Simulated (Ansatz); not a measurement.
# CH₄BFTeZn: an energy map over bond length Te3–B4 and dihedral Zn2–Te3–B4–F5

Aim: map the energy of CH4BFTeZn, SMILES [CH3][Zn][Te]BF over two coordinates, and find its wells, ridges and stiffness.

Computed with Ansatz 0.2.0. Level: RKS PBE-D4/def2-SVP.

## (1) Starting geometry

SMILES `[CH3][Zn][Te]BF`, 9 atoms, charge 0, spin multiplicity 1.

Atoms are counted from 1 here; the program's logs count them from 0.

Bond lengths: C1–Zn2 1.946 Å, C1–H6 1.109 Å, C1–H7 1.109 Å, C1–H8 1.109 Å, Zn2–Te3 2.527 Å, Te3–B4 2.159 Å, B4–F5 1.344 Å, B4–H9 1.217 Å. Angles: Zn2–C1–H6 110.7°, Zn2–C1–H7 110.6°, Zn2–C1–H8 110.4°, H6–C1–H7 108.4°, H6–C1–H8 108.4°, H7–C1–H8 108.3°, C1–Zn2–Te3 179.6°, Zn2–Te3–B4 86.2°, Te3–B4–F5 121.1°, Te3–B4–H9 120.9°, F5–B4–H9 118.0°.

Coordinates:

```xyz
9
CH4BFTeZn
C    -0.75513   -1.34399   -1.54710
Zn    0.41489   -0.75184   -0.10978
Te    1.94480    0.02352    1.74663
B     0.72342    1.80296    1.81708
F    -0.32951    1.95415    0.99618
H    -0.34887   -2.25509   -2.03199
H    -1.76656   -1.57675   -1.15579
H    -0.85295   -0.55234   -2.31756
H     0.96991    2.69939    2.60232
```

This geometry comes from a loose relaxation at PBE in a small basis, which is not shown.

## (2) Geometry optimisation

input.yaml

```yaml
crystal:
  periodic: [false, false, false]
  atoms:
    - { symbol: C, position_ang: [-0.755128, -1.343988, -1.547097] }
    - { symbol: Zn, position_ang: [0.414889, -0.751842, -0.109785] }
    - { symbol: Te, position_ang: [1.9448, 0.023524, 1.746633] }
    - { symbol: B, position_ang: [0.72342, 1.802955, 1.817079] }
    - { symbol: F, position_ang: [-0.329509, 1.954147, 0.996185] }
    - { symbol: H, position_ang: [-0.348867, -2.255091, -2.031991] }
    - { symbol: H, position_ang: [-1.766565, -1.576746, -1.155791] }
    - { symbol: H, position_ang: [-0.852954, -0.552341, -2.317563] }
    - { symbol: H, position_ang: [0.969915, 2.699391, 2.60232] }
basis:
  gaussian: { orbitals: def2-SVP }
hamiltonian:
  xc: pbe
  dispersion: d4
output:
  forces: true
relax:
  f_tol: 0.003
  max_steps: 120
```

Launch:

```sh
$ ansatz run input.yaml --threads 1 --pin off --max-ram 2560MiB --backend cpu --events-out ev --progress --plain --runs-dir out
```

Output, cut to the lines that bear on the results:

```text
Warning: RAYON_NUM_THREADS=1 ignored (pool sized by the plan → 1); use --threads N
[...]
Functional definition: PBE
[...]
1370 factors; their error is unknown
[...]
mean field -60187.66751123 eV, -2211.8559843716 hartree, gradient 5.2e-5 eV, S^2 0.000000; 0 other end points of the search recorded, 0 dependent functions left out
[...]
reference -60187.66755478 eV, -2211.8559859717 hartree; 39, 39 occupied and 80, 80 virtual orbitals, 1370 factors
relax step   1: F+E_penalty+E_count = -60187.86709219 eV  Δ(F+E_penalty+E_count) = +0.000e0 eV  max|allowed force component| = 1.229e-2 eV/Å  Δτ_max = 0.0000 Å  (28 SCF iters, accepted)
[...]
relax step   6: F+E_penalty+E_count = -60187.86714979 eV  Δ(F+E_penalty+E_count) = -3.478e-6 eV  max|allowed force component| = 4.405e-3 eV/Å  Δτ_max = 0.0017 Å  (22 SCF iters, accepted)
[...]
relax step   7: F+E_penalty+E_count = -60187.86715269 eV  Δ(F+E_penalty+E_count) = -2.908e-6 eV  max|allowed force component| = 2.701e-3 eV/Å  Δτ_max = 0.0018 Å  (22 SCF iters, accepted)
1370 factors; their error is unknown
[...]
mean field -60187.66768134 eV, -2211.8559906229 hartree, gradient 1.0e-5 eV, S^2 0.000000; 1 other end points of the search recorded, 0 dependent functions left out
[...]
reference -60187.66772490 eV, -2211.8559922237 hartree; 39, 39 occupied and 80, 80 virtual orbitals, 1370 factors
Total energy: -60187.86719625 eV, -2211.8633226606 hartree
Atom 0 at    -0.755716    -1.346064    -1.547768 Å, force     0.001628     0.002701    -0.001447 eV/Å
Atom 1 at     0.417957    -0.748698    -0.115493 Å, force    -0.000850    -0.002398     0.000691 eV/Å
Atom 2 at     1.944549     0.023928     1.744458 Å, force    -0.001115     0.001749    -0.001575 eV/Å
Atom 3 at     0.724048     1.805089     1.819151 Å, force    -0.002271     0.000435     0.000656 eV/Å
Atom 4 at    -0.323544     1.963564     0.992516 Å, force     0.002410    -0.000716     0.000525 eV/Å
Atom 5 at    -0.351158    -2.258582    -2.030770 Å, force     0.001239    -0.001139    -0.000166 eV/Å
Atom 6 at    -1.766060    -1.577819    -1.154193 Å, force    -0.001644     0.000079     0.001908 eV/Å
Atom 7 at    -0.855502    -0.556983    -2.320462 Å, force    -0.000296    -0.000522    -0.000859 eV/Å
Atom 8 at     0.965425     2.695573     2.612551 Å, force     0.000898    -0.000189     0.000266 eV/Å
Dipole moment:    -0.087092    -0.208088    -0.213606 e Å
```

It took 36 s on 1 thread of Arm Neoverse V2, shared host; peak memory 0.18 GiB.

Step by step:

| step | energy from step 1 (eV) | largest force component (eV/Å) |
| --- | --- | --- |
| 1 | 0.0000 | 0.0123 |
| 2 | 0.0000 | 0.0157 |
| 3 | 0.0000 | 0.0043 |
| 4 | -0.0001 | 0.0046 |
| 5 | -0.0001 | 0.0055 |
| 6 | -0.0001 | 0.0044 |
| 7 | -0.0001 | 0.0027 |

Close pairs (by a distance rule), those that changed most:

```csv
bond,before (Å),after (Å),change (Å)
Te3–B4,2.159,2.160,+0.001
C1–H7,1.109,1.109,-0.000
C1–H6,1.109,1.109,-0.000
Zn2–Te3,2.527,2.527,-0.000
B4–F5,1.344,1.344,+0.000
C1–H8,1.109,1.109,-0.000
B4–H9,1.217,1.217,-0.000
C1–Zn2,1.946,1.946,+0.000
```

## (3) Plan of the scan

First coordinate, bond length Te3–B4: 9 values from 1.858 to 3.025 Å. Second coordinate, dihedral Zn2–Te3–B4–F5: 10 values from −180 to 144 °, periodic.

Nothing else is relaxed (all other coordinates rigid). Energies count from the relaxed molecule at the same level. Points are written as (first, second).

Of the runs on the grid, 3 are shown in the steps below; the others differ only in the two coordinates.

## (4) The run at (2.150 Å, 0°)

input.yaml

```yaml
crystal:
  periodic: [false, false, false]
  atoms:
    - { symbol: C, position_ang: [-0.755716, -1.346064, -1.547768] }
    - { symbol: Zn, position_ang: [0.417957, -0.748698, -0.115493] }
    - { symbol: Te, position_ang: [1.944549, 0.023928, 1.744458] }
    - { symbol: B, position_ang: [0.729976, 1.796437, 1.818788] }
    - { symbol: F, position_ang: [-0.317063, 1.955317, 0.991531] }
    - { symbol: H, position_ang: [-0.351158, -2.258582, -2.03077] }
    - { symbol: H, position_ang: [-1.76606, -1.577819, -1.154193] }
    - { symbol: H, position_ang: [-0.855502, -0.556983, -2.320462] }
    - { symbol: H, position_ang: [0.970853, 2.686554, 2.612753] }
basis:
  gaussian: { orbitals: def2-SVP }
hamiltonian:
  xc: pbe
  dispersion: d4
output:
  forces: true
```

Launch:

```sh
$ ansatz run input.yaml --threads 1 --pin off --max-ram 2560MiB --backend cpu --events-out ev --progress --plain --runs-dir out
```

Output, cut to the lines that bear on the results:

```text
Warning: RAYON_NUM_THREADS=1 ignored (pool sized by the plan → 1); use --threads N
[...]
Functional definition: PBE
[...]
1370 factors; their error is unknown
[...]
mean field -60187.66672411 eV, -2211.8559554451 hartree, gradient 5.2e-5 eV, S^2 0.000000; 0 other end points of the search recorded, 0 dependent functions left out
[...]
reference -60187.66676765 eV, -2211.8559570455 hartree; 39, 39 occupied and 80, 80 virtual orbitals, 1370 factors
Total energy: -60187.86645510 eV, -2211.8632954238 hartree
Atom 0 at    -0.755716    -1.346064    -1.547768 Å, force     0.001839     0.002171    -0.001606 eV/Å
Atom 1 at     0.417957    -0.748698    -0.115493 Å, force    -0.003715    -0.004022    -0.003400 eV/Å
Atom 2 at     1.944549     0.023928     1.744458 Å, force     0.083631    -0.114825    -0.001770 eV/Å
Atom 3 at     0.729976     1.796437     1.818788 Å, force    -0.051867     0.100605     0.021667 eV/Å
Atom 4 at    -0.317063     1.955317     0.991531 Å, force    -0.025107     0.011930    -0.015328 eV/Å
Atom 5 at    -0.351158    -2.258582    -2.030770 Å, force     0.001217    -0.001124    -0.000094 eV/Å
Atom 6 at    -1.766060    -1.577819    -1.154193 Å, force    -0.001585     0.000202     0.002031 eV/Å
Atom 7 at    -0.855502    -0.556983    -2.320462 Å, force    -0.000214    -0.000344    -0.000610 eV/Å
Atom 8 at     0.970853     2.686554     2.612753 Å, force    -0.004198     0.005406    -0.000890 eV/Å
Dipole moment:    -0.085621    -0.211897    -0.214667 e Å
```

It took 3.9 s on 1 thread of Arm Neoverse V2, shared host; peak memory 0.16 GiB.

Energy on the map's scale: 0.017 kcal/mol.

## (5) Grid point (2.004 Å, −36°)

input.yaml

```yaml
crystal:
  periodic: [false, false, false]
  atoms:
    - { symbol: C, position_ang: [-0.755716, -1.346064, -1.547768] }
    - { symbol: Zn, position_ang: [0.417957, -0.748698, -0.115493] }
    - { symbol: Te, position_ang: [1.944549, 0.023928, 1.744458] }
    - { symbol: B, position_ang: [0.812454, 1.676071, 1.813741] }
    - { symbol: F, position_ang: [0.294624, 2.209827, 0.694435] }
    - { symbol: H, position_ang: [-0.351158, -2.258582, -2.03077] }
    - { symbol: H, position_ang: [-1.76606, -1.577819, -1.154193] }
    - { symbol: H, position_ang: [-0.855502, -0.556983, -2.320462] }
    - { symbol: H, position_ang: [0.57322, 2.226099, 2.872488] }
basis:
  gaussian: { orbitals: def2-SVP }
hamiltonian:
  xc: pbe
  dispersion: d4
output:
  forces: true
```

Launch:

```sh
$ ansatz run input.yaml --threads 1 --pin off --max-ram 2560MiB --backend cpu --events-out ev --progress --plain --runs-dir out
```

Output, cut to the lines that bear on the results:

```text
Warning: RAYON_NUM_THREADS=1 ignored (pool sized by the plan → 1); use --threads N
[...]
Functional definition: PBE
[...]
1370 factors; their error is unknown
[...]
mean field -60187.32398334 eV, -2211.8433599542 hartree, gradient 4.6e-5 eV, S^2 0.000000; 0 other end points of the search recorded, 0 dependent functions left out
[...]
reference -60187.32402717 eV, -2211.8433615649 hartree; 39, 39 occupied and 80, 80 virtual orbitals, 1370 factors
Total energy: -60187.52526683 eV, -2211.8507569861 hartree
Atom 0 at    -0.755716    -1.346064    -1.547768 Å, force    -0.055470    -0.025924     0.037771 eV/Å
Atom 1 at     0.417957    -0.748698    -0.115493 Å, force     0.159794     0.110560    -0.170203 eV/Å
Atom 2 at     1.944549     0.023928     1.744458 Å, force     1.653189    -2.690361     0.049795 eV/Å
Atom 3 at     0.812454     1.676071     1.813741 Å, force    -1.448092     2.230279     0.250608 eV/Å
Atom 4 at     0.294624     2.209827     0.694435 Å, force    -0.373475     0.165116    -0.145979 eV/Å
Atom 5 at    -0.351158    -2.258582    -2.030770 Å, force     0.009921     0.000574     0.013133 eV/Å
Atom 6 at    -1.766060    -1.577819    -1.154193 Å, force    -0.005725    -0.006805    -0.011203 eV/Å
Atom 7 at    -0.855502    -0.556983    -2.320462 Å, force     0.017231     0.011745     0.017346 eV/Å
Atom 8 at     0.573220     2.226099     2.872488 Å, force     0.042626     0.204816    -0.041268 eV/Å
Dipole moment:    -0.123275    -0.288541    -0.216758 e Å
```

Run time: 4.9 s. Hardware: 1 thread of Arm Neoverse V2, shared host; peak memory 0.16 GiB.

That is 7.9 kcal/mol from the zero.

## (6) The run at (3.025 Å, −72°)

input.yaml

```yaml
crystal:
  periodic: [false, false, false]
  atoms:
    - { symbol: C, position_ang: [-0.755716, -1.346064, -1.547768] }
    - { symbol: Zn, position_ang: [0.417957, -0.748698, -0.115493] }
    - { symbol: Te, position_ang: [1.944549, 0.023928, 1.744458] }
    - { symbol: B, position_ang: [0.235673, 2.517807, 1.849039] }
    - { symbol: F, position_ang: [0.295121, 3.441064, 0.874385] }
    - { symbol: H, position_ang: [-0.351158, -2.258582, -2.03077] }
    - { symbol: H, position_ang: [-1.76606, -1.577819, -1.154193] }
    - { symbol: H, position_ang: [-0.855502, -0.556983, -2.320462] }
    - { symbol: H, position_ang: [-0.527199, 2.714532, 2.776419] }
basis:
  gaussian: { orbitals: def2-SVP }
hamiltonian:
  xc: pbe
  dispersion: d4
output:
  forces: true
```

Launch:

```sh
$ ansatz run input.yaml --threads 1 --pin off --max-ram 2560MiB --backend cpu --events-out ev --progress --plain --runs-dir out
```

Output, cut to the lines that bear on the results:

```text
Warning: RAYON_NUM_THREADS=1 ignored (pool sized by the plan → 1); use --threads N
[...]
Functional definition: PBE
[...]
1370 factors; their error is unknown
[...]
mean field -60185.78490473 eV, -2211.7867998585 hartree, gradient 2.0e-5 eV, S^2 0.000000; 0 other end points of the search recorded, 0 dependent functions left out
[...]
reference -60185.78494899 eV, -2211.7868014852 hartree; 39, 39 occupied and 80, 80 virtual orbitals, 1370 factors
Total energy: -60185.96869883 eV, -2211.7935541672 hartree
Atom 0 at    -0.755716    -1.346064    -1.547768 Å, force    -0.015146     0.011725     0.012016 eV/Å
Atom 1 at     0.417957    -0.748698    -0.115493 Å, force     0.181456     0.175638     0.227207 eV/Å
Atom 2 at     1.944549     0.023928     1.744458 Å, force    -1.382025     1.759647    -0.102177 eV/Å
Atom 3 at     0.235673     2.517807     1.849039 Å, force     0.927394    -0.238607    -1.319358 eV/Å
Atom 4 at     0.295121     3.441064     0.874385 Å, force     0.179152    -1.413878     1.072977 eV/Å
Atom 5 at    -0.351158    -2.258582    -2.030770 Å, force    -0.007390    -0.001449    -0.010487 eV/Å
Atom 6 at    -1.766060    -1.577819    -1.154193 Å, force    -0.010555    -0.014403    -0.011736 eV/Å
Atom 7 at    -0.855502    -0.556983    -2.320462 Å, force    -0.002202    -0.008848    -0.019501 eV/Å
Atom 8 at    -0.527199     2.714532     2.776419 Å, force     0.129315    -0.269824     0.151059 eV/Å
Dipole moment:    -0.342154     0.124128    -0.103775 e Å
```

It took 3.7 s on 1 thread of Arm Neoverse V2, shared host; peak memory 0.16 GiB.

That is 43.8 kcal/mol from the zero.

## (7) Energy over the grid

90 points were computed. Energies in kcal/mol, from the relaxed molecule at the same level:

| dihedral Zn2–Te3–B4–F5 (°) ↓, bond length Te3–B4 (Å) → | 1.858 | 2.004 | 2.150 | 2.296 | 2.441 | 2.587 | 2.733 | 2.879 | 3.025 |
| --- | --- | --- | --- | --- | --- | --- | --- | --- | --- |
| 144 | 27.1 | 8.7 | 3.2 | 4.9 | 10.6 | 18.1 | 26.4 | 34.9 | 43.1 |
| 108 | 33.3 | 13.6 | 7.1 | 8.0 | 13.0 | 20.0 | 27.9 | 36.0 | 43.9 |
| 72 | 33.2 | 13.5 | 7.0 | 7.9 | 12.8 | 19.8 | 27.7 | 35.9 | 43.8 |
| 36 | 26.1 | 7.9 | 2.5 | 4.3 | 10.0 | 17.5 | 25.9 | 34.5 | 42.7 |
| 0 | 22.1 | 4.7 | 0.0 | 2.4 | 8.4 | 16.3 | 24.9 | 33.7 | 42.1 |
| −36 | 26.1 | 7.9 | 2.5 | 4.3 | 10.0 | 17.5 | 25.9 | 34.5 | 42.7 |
| −72 | 33.2 | 13.5 | 7.0 | 7.9 | 12.8 | 19.8 | 27.7 | 35.9 | 43.8 |
| −108 | 33.3 | 13.6 | 7.1 | 8.0 | 13.0 | 20.0 | 27.9 | 36.0 | 43.9 |
| −144 | 27.1 | 8.7 | 3.2 | 4.9 | 10.6 | 18.1 | 26.4 | 34.9 | 43.1 |
| −180 | 23.9 | 6.1 | 1.1 | 3.3 | 9.2 | 17.0 | 25.6 | 34.2 | 42.6 |

On the same grid, dipole moment (D):

| dihedral Zn2–Te3–B4–F5 (°) ↓, bond length Te3–B4 (Å) → | 1.858 | 2.004 | 2.150 | 2.296 | 2.441 | 2.587 | 2.733 | 2.879 | 3.025 |
| --- | --- | --- | --- | --- | --- | --- | --- | --- | --- |
| 144 | 2.72 | 2.50 | 2.28 | 2.08 | 1.93 | 1.86 | 1.87 | 1.94 | 2.05 |
| 108 | 2.57 | 2.30 | 2.05 | 1.85 | 1.73 | 1.69 | 1.74 | 1.84 | 1.98 |
| 72 | 2.35 | 2.08 | 1.82 | 1.62 | 1.50 | 1.47 | 1.53 | 1.66 | 1.82 |
| 36 | 2.01 | 1.83 | 1.62 | 1.42 | 1.27 | 1.23 | 1.29 | 1.43 | 1.61 |
| 0 | 1.81 | 1.69 | 1.51 | 1.32 | 1.18 | 1.12 | 1.18 | 1.32 | 1.52 |
| −36 | 2.01 | 1.83 | 1.62 | 1.42 | 1.27 | 1.23 | 1.29 | 1.43 | 1.61 |
| −72 | 2.35 | 2.08 | 1.82 | 1.62 | 1.49 | 1.47 | 1.53 | 1.66 | 1.82 |
| −108 | 2.57 | 2.30 | 2.05 | 1.85 | 1.73 | 1.69 | 1.74 | 1.84 | 1.98 |
| −144 | 2.72 | 2.50 | 2.28 | 2.08 | 1.93 | 1.86 | 1.87 | 1.94 | 2.05 |
| −180 | 2.77 | 2.59 | 2.38 | 2.18 | 2.03 | 1.94 | 1.92 | 1.98 | 2.08 |

Energy (kcal/mol) at eleven even steps along the easiest path on the interpolated surface, from (2.150 Å, 0°): 0.0, 0.5, 2.4, 4.2, 6.5, 7.3, 6.9, 5.2, 3.6, 1.8, 1.0.

## (8) Results

```
               quantity                                                                        value
           lowest point                                                (2.150 Å, 0°), 0.017 kcal/mol
 highest computed point                             (3.025 Å, −108°), 43.9 kcal/mol above the lowest
      dipole moment (D)  1.12 at (2.587 Å, 0°) to 2.77 at (1.858 Å, −180°); 1.51 at the lowest point
time for the whole task                                             7.6 min on 1 thread, shared host
```

What this shows: The lowest computed point is at (2.150 Å, 0°), 0.017 kcal/mol from the relaxed molecule at the same level. The grid is coarse, so the lowest point of the scanned range may lie between grid points; coordinates that were held can hide deeper minima. A higher local minimum lies near (2.150 Å, −180°) (1.1 kcal/mol above the lowest at that grid point). The highest computed point, (3.025 Å, −108°), lies 43.9 kcal/mol above the lowest. On the interpolated surface the easiest way out of the lowest well to the well at (2.150 Å, −180°) passes a barrier of about 7.3 kcal/mol. Round the minimum the two coordinates are nearly uncoupled.
